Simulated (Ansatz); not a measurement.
**AlClFHTe: rotation by 180° about the Al2–Te4 bond**

How high is the barrier for the rotation by 180° about the Al2–Te4 bond? Relax the two ends, then run a nudged elastic band between them. SMILES of the start: [F][Al]([Cl])[TeH].

Method: RKS PBE0/def2-SVP, in Ansatz 0.2.0.

## 1. The structure to begin with

Bond lengths: F1–Al2 1.657 Å, Al2–Cl3 2.023 Å, Al2–Te4 2.506 Å, Te4–H5 1.638 Å. Angles: F1–Al2–Cl3 119.0°, F1–Al2–Te4 116.9°, Cl3–Al2–Te4 124.0°, Al2–Te4–H5 88.5°.

Structure file:

```xyz
5

F     0.0447   -0.8015    2.1516
Al    0.2518   -0.3611    0.5676
Cl    1.9016   -0.9920   -0.4194
Te   -1.5277    1.0786   -0.4523
H    -0.6703    1.0760   -1.8476
```

## 2. Relaxing end A

File input.yaml:

```yaml
crystal:
  periodic: [false, false, false]
  atoms:
    - { symbol: F, position_ang: [0.04473, -0.80154, 2.15161] }
    - { symbol: Al, position_ang: [0.25176, -0.36108, 0.56761] }
    - { symbol: Cl, position_ang: [1.90155, -0.99201, -0.41936] }
    - { symbol: Te, position_ang: [-1.52773, 1.07858, -0.45228] }
    - { symbol: H, position_ang: [-0.6703, 1.07604, -1.84758] }
basis:
  gaussian: { orbitals: def2-SVP }
hamiltonian:
  xc: pbe0
relax:
  f_tol: 0.015
  max_steps: 40
output:
  orbitals: {}
```

Command:

```console
> ansatz run input.yaml --threads 1 --pin off --max-ram 2048MiB --backend cpu --events-out ev --progress --plain --runs-dir out
```

Standard output, shortened:

```text
Warning: RAYON_NUM_THREADS=1 ignored (pool sized by the plan → 1); use --threads N
[...]
Functional definition: PBE0
[...]
906 factors; integrals over basis functions are off by at most 3.7e-4 eV
[...]
mean field -29133.00794293 eV, -1070.6182948406 hartree, gradient 1.1e-5 eV, S^2 0.000000; 0 other end points of the search recorded, 0 dependent functions left out
[...]
reference -29133.00796801 eV, -1070.6182957623 hartree; 32, 32 occupied and 49, 49 virtual orbitals, 906 factors
relax step   1: F+E_penalty+E_count = -29133.00794293 eV  Δ(F+E_penalty+E_count) = +0.000e0 eV  max|allowed force component| = 1.103e0 eV/Å  Δτ_max = 0.0000 Å  (25 SCF iters, accepted)
[...]
relax step   4: F+E_penalty+E_count = -29133.05581003 eV  Δ(F+E_penalty+E_count) = -1.088e-3 eV  max|allowed force component| = 9.346e-2 eV/Å  Δτ_max = 0.0184 Å  (31 SCF iters, accepted)
[...]
relax step   5: F+E_penalty+E_count = -29133.05595053 eV  Δ(F+E_penalty+E_count) = -1.405e-4 eV  max|allowed force component| = 1.650e-3 eV/Å  Δτ_max = 0.0022 Å  (24 SCF iters, accepted)
906 factors; integrals over basis functions are off by at most 3.9e-4 eV
mean field -29133.05595053 eV, -1070.6200590875 hartree, gradient 1.1e-5 eV, S^2 0.000000; 1 other end points of the search recorded, 0 dependent functions left out
[...]
reference -29133.05597556 eV, -1070.6200600071 hartree; 32, 32 occupied and 49, 49 virtual orbitals, 906 factors
Total energy: -29133.05597556 eV, -1070.6200600071 hartree
Atom 0 at     0.041216    -0.808615     2.166051 Å, force     0.000439    -0.000467     0.000648 eV/Å
Atom 1 at     0.235413    -0.352408     0.582718 Å, force     0.000611    -0.000032    -0.001650 eV/Å
Atom 2 at     1.938708    -1.009691    -0.430617 Å, force     0.000091    -0.000350     0.001234 eV/Å
Atom 3 at    -1.534759     1.083074    -0.444423 Å, force    -0.000849     0.000721    -0.000004 eV/Å
Atom 4 at    -0.680567     1.087629    -1.873728 Å, force    -0.000291     0.000128    -0.000227 eV/Å
Dipole moment:    -0.143226     0.174025    -0.242762 e Å
```

Run time: 19 s. Hardware: 1 thread of an Arm CPU, shared host; peak memory 0.18 GiB.

Relaxation path:

| step | energy from step 1 (eV) | largest force component (eV/Å) |
| --- | --- | --- |
| 1 | 0.0000 | 1.1035 |
| 2 | -0.0449 | 0.2123 |
| 3 | -0.0468 | 0.0532 |
| 4 | -0.0479 | 0.0935 |
| 5 | -0.0480 | 0.0016 |

Step 1 is the start.

After: Bond lengths: F1–Al2 1.659 Å, Al2–Cl3 2.088 Å, Al2–Te4 2.500 Å, Te4–H5 1.665 Å. Angles: F1–Al2–Cl3 118.2°, F1–Al2–Te4 117.8°, Cl3–Al2–Te4 124.0°, Al2–Te4–H5 89.5°.

## 3. Relaxing end B

The second end starts from a geometry with the move made by hand.

Edit input.yaml of step 2 so:

```diff
@@ -7,3 +7,3 @@
     - { symbol: Te, position_ang: [-1.52773, 1.07858, -0.45228] }
-    - { symbol: H, position_ang: [-0.6703, 1.07604, -1.84758] }
+    - { symbol: H, position_ang: [-2.32486, 1.03234, 0.97758] }
 basis:
@@ -15,3 +15 @@
   max_steps: 40
-output:
-  orbitals: {}
```

Command:

```console
> ansatz run input.yaml --threads 1 --pin off --max-ram 2048MiB --backend cpu --events-out ev --progress --plain --runs-dir out
```

Standard output, shortened:

```text
Warning: RAYON_NUM_THREADS=1 ignored (pool sized by the plan → 1); use --threads N
[...]
[... 1 set-up line as earlier in the session ...]
[...]
905 factors; integrals over basis functions are off by at most 3.7e-4 eV
[...]
mean field -29133.00499177 eV, -1070.6181863877 hartree, gradient 1.1e-5 eV, S^2 0.000000; 0 other end points of the search recorded, 0 dependent functions left out
[...]
reference -29133.00501690 eV, -1070.6181873112 hartree; 32, 32 occupied and 49, 49 virtual orbitals, 905 factors
relax step   1: F+E_penalty+E_count = -29133.00499177 eV  Δ(F+E_penalty+E_count) = +0.000e0 eV  max|allowed force component| = 1.103e0 eV/Å  Δτ_max = 0.0000 Å  (26 SCF iters, accepted)
[...]
relax step   5: F+E_penalty+E_count = -29133.05468234 eV  Δ(F+E_penalty+E_count) = -1.583e-4 eV  max|allowed force component| = 2.186e-2 eV/Å  Δτ_max = 0.0043 Å  (24 SCF iters, accepted)
[...]
relax step   6: F+E_penalty+E_count = -29133.05471079 eV  Δ(F+E_penalty+E_count) = -2.845e-5 eV  max|allowed force component| = 6.221e-3 eV/Å  Δτ_max = 0.0029 Å  (23 SCF iters, accepted)
905 factors; integrals over basis functions are off by at most 3.9e-4 eV
[...]
mean field -29133.05471079 eV, -1070.6200135280 hartree, gradient 2.6e-5 eV, S^2 0.000000; 1 other end points of the search recorded, 0 dependent functions left out
[...]
reference -29133.05473585 eV, -1070.6200144488 hartree; 32, 32 occupied and 49, 49 virtual orbitals, 905 factors
Total energy: -29133.05473585 eV, -1070.6200144488 hartree
Atom 0 at     0.073090    -0.833250     2.183240 Å, force    -0.000337     0.001524    -0.003656 eV/Å
Atom 1 at     0.232380    -0.359015     0.601092 Å, force     0.001690    -0.003146     0.006221 eV/Å
Atom 2 at     1.919425    -0.988484    -0.455153 Å, force    -0.001371     0.001479    -0.002048 eV/Å
Atom 3 at    -1.515251     1.072121    -0.468487 Å, force     0.002169    -0.000964    -0.000772 eV/Å
Atom 4 at    -2.364193     1.064919     0.964468 Å, force    -0.002152     0.001107     0.000255 eV/Å
Dipole moment:    -0.216838     0.173223    -0.120662 e Å
```

Run time: 22 s. Hardware: 1 thread of an Arm CPU, shared host; peak memory 0.27 GiB.

Relaxation path:

```
step  energy from step 1 (eV)  largest force component (eV/Å)
   1                   0.0000                          1.1028
   2                  -0.0461                          0.2440
   3                  -0.0476                          0.0788
   4                  -0.0495                          0.0882
   5                  -0.0497                          0.0219
   6                  -0.0497                          0.0062
```

Step 1 is the start.

After: Bond lengths: F1–Al2 1.659 Å, Al2–Cl3 2.088 Å, Al2–Te4 2.499 Å, Te4–H5 1.666 Å. Angles: F1–Al2–Cl3 118.3°, F1–Al2–Te4 120.3°, Cl3–Al2–Te4 121.4°, Al2–Te4–H5 89.2°.

## 4. Nudged elastic band

crystal.atoms is end A as relaxed above, and neb.final_atoms is end B, turned to lie on A. With 5 inner images the band has 7 in all.

File input.yaml:

```yaml
crystal:
  periodic: [false, false, false]
  atoms:
    - { symbol: F, position_ang: [0.041216, -0.808615, 2.166051] }
    - { symbol: Al, position_ang: [0.235413, -0.352408, 0.582718] }
    - { symbol: Cl, position_ang: [1.938708, -1.009691, -0.430617] }
    - { symbol: Te, position_ang: [-1.534759, 1.083074, -0.444423] }
    - { symbol: H, position_ang: [-0.680567, 1.087629, -1.873728] }
basis:
  gaussian: { orbitals: def2-SVP }
hamiltonian:
  xc: pbe0
neb:
  order_check: false
  images: 5
  f_tol: 0.05
  max_iterations: 60
  initial_path: idpp
  final_atoms:
    - { symbol: F, position_ang: [-0.21739174, -0.51132324, 1.77564583] }
    - { symbol: Al, position_ang: [0.47114563, -0.38159938, 0.2714675] }
    - { symbol: Cl, position_ang: [2.28828714, -1.35030682, -0.07147303] }
    - { symbol: Te, position_ang: [-0.65667121, 0.9448548, -1.52155009] }
    - { symbol: H, position_ang: [-1.88535882, 1.29836363, -0.45408923] }
```

Command:

```console
> ansatz run input.yaml --threads 1 --pin off --max-ram 2048MiB --backend cpu --events-out ev --progress --plain --runs-dir out
```

Standard output, shortened:

```text
Warning: RAYON_NUM_THREADS=1 ignored (pool sized by the plan → 1); use --threads N
[...]
[... 1 set-up line as earlier in the session ...]
[...]
906 factors; integrals over basis functions are off by at most 3.9e-4 eV
[...]
mean field -29133.05595366 eV, -1070.6200592024 hartree, gradient 1.1e-5 eV, S^2 0.000000; 0 other end points of the search recorded, 0 dependent functions left out
[...]
reference -29133.05597868 eV, -1070.6200601221 hartree; 32, 32 occupied and 49, 49 virtual orbitals, 906 factors
906 factors; integrals over basis functions are off by at most 3.7e-4 eV
[...]
mean field -29133.05471080 eV, -1070.6200135280 hartree, gradient 1.1e-5 eV, S^2 0.000000; 0 other end points of the search recorded, 0 dependent functions left out
[...]
reference -29133.05473585 eV, -1070.6200144489 hartree; 32, 32 occupied and 49, 49 virtual orbitals, 906 factors
[...]
NEB iter   1: max|band force component| = 2.005e0 eV/Å  barrier→ = 0.4891 eV  barrier← = 0.4878 eV  Δτ_max = 0.1932 Å  (178 SCF iters)
[...]
NEB iter   4: max|band force component| = 1.206e-1 eV/Å  barrier→ = 0.2204 eV  barrier← = 0.2191 eV  CI = image 3  Δτ_max = 0.0717 Å  (142 SCF iters)
[...]
NEB iter   5: max|band force component| = 4.086e-2 eV/Å  barrier→ = 0.2164 eV  barrier← = 0.2151 eV  CI = image 3  Δτ_max = 0.0000 Å  (285 SCF iters)
Total energy: -29132.83961117 eV, -1070.6121087626 hartree
Atom 0 at     0.456289    -0.044278     2.037997 Å, force     0.003733    -0.001825     0.006777 eV/Å
Atom 1 at     0.192864    -0.465985     0.455549 Å, force     0.004017     0.011326    -0.022333 eV/Å
Atom 2 at     1.448119    -1.959562    -0.291066 Å, force    -0.008038     0.001773     0.007787 eV/Å
Atom 3 at    -1.621775     0.664841    -0.896026 Å, force    -0.007539    -0.011821    -0.001693 eV/Å
Atom 4 at    -0.475486     1.804973    -1.306453 Å, force     0.007827     0.000547     0.009462 eV/Å
Dipole moment:    -0.159614     0.123827    -0.216575 e Å
this run last wrote the band of iteration 5 to <dir>
```

Wall time 94 s (1 thread of an Arm CPU, shared host); peak memory 0.27 GiB.

## 5. What the band shows

The 5 inner images lie between the fixed ends 0 and 6. Energy is taken from image 0, and the path length is the program's own coordinate along the band.

| image | path (Å) | energy (eV) | dihedral Cl3–Al2–Te4–H5 (°) | band force (eV/Å) |
| --- | --- | --- | --- | --- |
| 0 | 0.000 | 0.0000 | 0 | - |
| 1 | 0.560 | 0.0596 | -32 | 0.041 |
| 2 | 1.120 | 0.1693 | -62 | 0.033 |
| 3* | 1.680 | 0.2164 | -91 | 0.020 |
| 4 | 2.240 | 0.1624 | -121 | 0.039 |
| 5 | 2.801 | 0.0564 | -150 | 0.035 |
| 6 | 3.362 | 0.0012 | -180 | - |

The star marks the climbing image.

image, energy (eV) and a bar:
```
        0      0.000 
        1      0.060 ########
        2      0.169 #######################
        3      0.216 ##############################
        4      0.162 #######################
        5      0.056 ########
        6      0.001
```

How the highest energy settled:

```csv
iteration,highest image above image 0 (eV),largest band force (eV/Å)
1,0.4891,2.005
2,0.2611,0.550
3,0.2255,0.191
4,0.2204,0.121
5,0.2164,0.041
```

Positions of all images (Å):

```xyz
5
image=0 dE=0.0000
F     0.041   -0.809    2.166
Al    0.235   -0.352    0.583
Cl    1.939   -1.010   -0.431
Te   -1.535    1.083   -0.444
H    -0.681    1.088   -1.874
5
image=1 dE=0.0596
F     0.151   -0.546    2.193
Al    0.223   -0.397    0.542
Cl    1.795   -1.371   -0.427
Te   -1.604    0.927   -0.546
H    -0.566    1.388   -1.762
5
image=2 dE=0.1693
F     0.301   -0.287    2.149
Al    0.201   -0.433    0.500
Cl    1.624   -1.682   -0.384
Te   -1.645    0.782   -0.709
H    -0.480    1.619   -1.556
5
image=3 dE=0.2164
F     0.456   -0.044    2.038
Al    0.193   -0.466    0.456
Cl    1.448   -1.960   -0.291
Te   -1.622    0.665   -0.896
H    -0.475    1.805   -1.306
5
image=4 dE=0.1624
F     0.612    0.153    1.894
Al    0.221   -0.481    0.412
Cl    1.239   -2.217   -0.142
Te   -1.502    0.582   -1.084
H    -0.570    1.963   -1.079
5
image=5 dE=0.0564
F     0.781    0.315    1.730
Al    0.271   -0.487    0.371
Cl    0.997   -2.418    0.055
Te   -1.316    0.540   -1.270
H    -0.732    2.050   -0.886
5
image=6 dE=0.0012
F    -0.033   -0.615    1.756
Al    0.506   -0.379    0.204
Cl    2.312   -1.261   -0.361
Te   -0.826    1.002   -1.397
H    -1.959    1.252   -0.202
```

## 6. Vibrations at the top

The geometry is the highest inner image of the first converged band.

File input.yaml:

```yaml
crystal:
  periodic: [false, false, false]
  atoms:
    - { symbol: F, position_ang: [0.456289, -0.044278, 2.037997] }
    - { symbol: Al, position_ang: [0.192864, -0.465985, 0.455549] }
    - { symbol: Cl, position_ang: [1.448119, -1.959562, -0.291066] }
    - { symbol: Te, position_ang: [-1.621775, 0.664841, -0.896026] }
    - { symbol: H, position_ang: [-0.475486, 1.804973, -1.306453] }
basis:
  gaussian: { orbitals: def2-SVP }
hamiltonian:
  xc: pbe0
phonons: {}
```

Command:

```console
> ansatz run input.yaml --threads 1 --pin off --max-ram 2048MiB --backend cpu --events-out ev --progress --plain --runs-dir out
```

Standard output, shortened:

```text
Warning: RAYON_NUM_THREADS=1 ignored (pool sized by the plan → 1); use --threads N
[...]
[... 1 set-up line as earlier in the session ...]
[...]
906 factors; integrals over basis functions are off by at most 3.0e-4 eV
[...]
mean field -29132.83957058 eV, -1070.6121072709 hartree, gradient 1.2e-5 eV, S^2 0.000000; 0 other end points of the search recorded, 0 dependent functions left out
[...]
reference -29132.83959622 eV, -1070.6121082132 hartree; 32, 32 occupied and 49, 49 virtual orbitals, 906 factors
[...]
906 factors; integrals over basis functions are off by at most 3.0e-4 eV
[...]
mean field -29132.83957400 eV, -1070.6121073967 hartree, gradient 7.9e-7 eV, S^2 0.000000; 0 other end points of the search recorded, 0 dependent functions left out
[...]
reference -29132.83959965 eV, -1070.6121083391 hartree; 32, 32 occupied and 49, 49 virtual orbitals, 906 factors
[...]
906 factors; integrals over basis functions are off by at most 3.0e-4 eV
[...]
mean field -29132.83954300 eV, -1070.6121062573 hartree, gradient 1.1e-6 eV, S^2 0.000000; 0 other end points of the search recorded, 0 dependent functions left out
[...]
reference -29132.83956864 eV, -1070.6121071997 hartree; 32, 32 occupied and 49, 49 virtual orbitals, 906 factors
WARN: phonons: modes at or below zero, which the zero-point energy, F, S and C_V leave out: 1, the lowest at -208.68 cm⁻¹. A minimum has none, and a first-order saddle one
Total energy: -29132.83959622 eV, -1070.6121082132 hartree
Atom 0 at     0.456289    -0.044278     2.037997 Å, force     0.003785    -0.001920     0.006732 eV/Å
Atom 1 at     0.192864    -0.465985     0.455549 Å, force     0.003947     0.011490    -0.022307 eV/Å
Atom 2 at     1.448119    -1.959562    -0.291066 Å, force    -0.008016     0.001735     0.007822 eV/Å
Atom 3 at    -1.621775     0.664841    -0.896026 Å, force    -0.007534    -0.011844    -0.001719 eV/Å
Atom 4 at    -0.475486     1.804973    -1.306453 Å, force     0.007818     0.000540     0.009472 eV/Å
Dipole moment:    -0.159615     0.123828    -0.216575 e Å
Vibrations: -208.68 111.56 176.16 189.43 296.47 483.38 571.50 882.66 2132.80 cm⁻¹, zero-point energy 0.300286 eV
```

Run time: 62 s. Hardware: 1 thread of an Arm CPU, shared host; peak memory 0.27 GiB.

Of 9 modes, 1 is imaginary by more than 30 cm⁻¹ (209i cm⁻¹).

## 7. Summary of results

| quantity | value |
| --- | --- |
| end A | 4 moves, 0.048 eV lower |
| end B | 5 moves, 0.050 eV lower |
| barrier forwards | 0.22 eV |
| barrier backwards | 0.22 eV |
| second end relative to first | +0.001 eV |
| highest image | 3 of 0 to 6, climbing |
| band iterations | 5 |
| imaginary modes at the top | 209i cm⁻¹ |

What this shows: The barrier from the first end is 0.22 eV, 8 times kT at 300 K; with a typical attempt rate of 10^13 per second that is roughly 10^9 events a second. The two ends lie within 2 meV of each other. The listed dihedral goes from 0° at end A through -91° at the highest image to -180° at end B. One imaginary mode, as a first-order saddle point has. These are electronic energies, with no zero-point or thermal terms.
